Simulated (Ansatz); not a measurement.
# NbRh, space group P4/mmm: a comparison of norm-conserving and PAW potentials

Program: Ansatz 0.2.0, Python API.

`nbrh.cif`
```cif
data_NbRh
_cell_length_a 2.842000
_cell_length_b 2.842000
_cell_length_c 3.809000
_cell_angle_alpha 90.00000
_cell_angle_beta 90.00000
_cell_angle_gamma 90.00000
_symmetry_space_group_name_H-M 'P 1'
_symmetry_Int_Tables_number 1
loop_
_symmetry_equiv_pos_as_xyz
'x, y, z'
loop_
_atom_site_label
_atom_site_type_symbol
_atom_site_fract_x
_atom_site_fract_y
_atom_site_fract_z
Nb1 Nb    0.000000    0.000000    0.000000
Rh2 Rh    0.500000    0.500000    0.500000
```

Script `nc_paw.py`:
```python
"""Two kinds of potentials on NbRh."""

import logging
import sys

import ansatz as az
from ase.io import read
import numpy as np

logging.basicConfig(stream=sys.stdout, format="[%(levelname)s] %(message)s")
logger = logging.getLogger("calc")
logger.setLevel(logging.INFO)


def count_gap(report):
    # lowest empty less highest filled band, counting bands; zero where they overlap
    return max(report.get("gap_by_band_count_ev") or 0.0, 0.0)


def main() -> None:
    atoms = read("nbrh.cif")
    nbrh = az.Crystal.from_ase(atoms)

    setup = (
        nbrh.calculation()
        .kpoints(9, 9, 7)
        .occupations(az.OccupationsMethod.COLD, width=0.05)
        .functional("pbesol")
        .stress()
        .forces()
        .band_table()
    )
    variants = {
        "PAW": setup.pseudopotentials("paw"),
        "norm-conserving": setup.pseudopotentials("nc"),
    }
    # totals differ by the cores that each treatment holds, so compare what does not depend on them
    rows = []
    for label, variant in variants.items():
        data = variant.run(threads=1).report
        levels = np.array(data["eigenvalues_ev"][0]) - data["fermi_energy_ev"]
        print(label, "levels at the first k-point near E_F:", np.round(levels[np.abs(levels) < 5], 3))
        rows.append((label, data["n_electrons"], np.trace(data["stress_gpa"]) / 3, count_gap(data)))
    logger.info("     treatment  electrons in bands           P GPa  gap by band count eV")
    for row in rows:
        logger.info(f"{str(row[0]):>14s}  {row[1]:18.1f}  {row[2]:14.3f}  {row[3]:20.3f}")


if __name__ == "__main__":
    main()
```

```console
$ python nc_paw.py
DeckWarning: basis.ecutwfc = 420 eV, auto-derived from the records' recommended cutoffs: set by Nb (normal level)
PAW levels at the first k-point near E_F: [-2.236 -2.236 -0.9   -0.665  1.245  4.225  4.225  4.455]
DeckWarning: basis.ecutwfc = 1197.300995 eV, auto-derived from the records' recommended cutoffs: set by Rh (normal level)
norm-conserving levels at the first k-point near E_F: [-2.237 -2.237 -0.9   -0.662  1.244  4.225  4.225  4.452]
[INFO]      treatment  electrons in bands           P GPa  gap by band count eV
[INFO]            PAW                30.0          -1.068                 0.000
[INFO] norm-conserving                30.0          -0.790                 0.000
```
(Warnings from the package without file and line.)

PAW gives -1.068 GPa and norm-conserving -0.790 GPa, 0.28 GPa apart. They took 1.7 and 12.7 s of processor time.

What to keep in mind:
- The run is spin-unpolarised.
- The computed bands are complete only to about 2.1 eV above the Fermi level.
- The mesh is modest for a metal, so energies can be off by several to tens of meV an atom and pressures by half a GPa or more; differences at equal mesh fare better.
- A gap by band count of zero or less means overlapping bands, a metal.
- The starting cell is as deposited in a crystallographic database; the results hold for this polymorph, which needn't be the stable one.
- Gaps and levels are Kohn-Sham values on a finite set of k-points, without spin-orbit coupling.
- Stress is positive in compression.
- Hardware and time: 15 s on 1 thread of Arm Neoverse V1, on a shared host, peak memory 0.52 GiB.
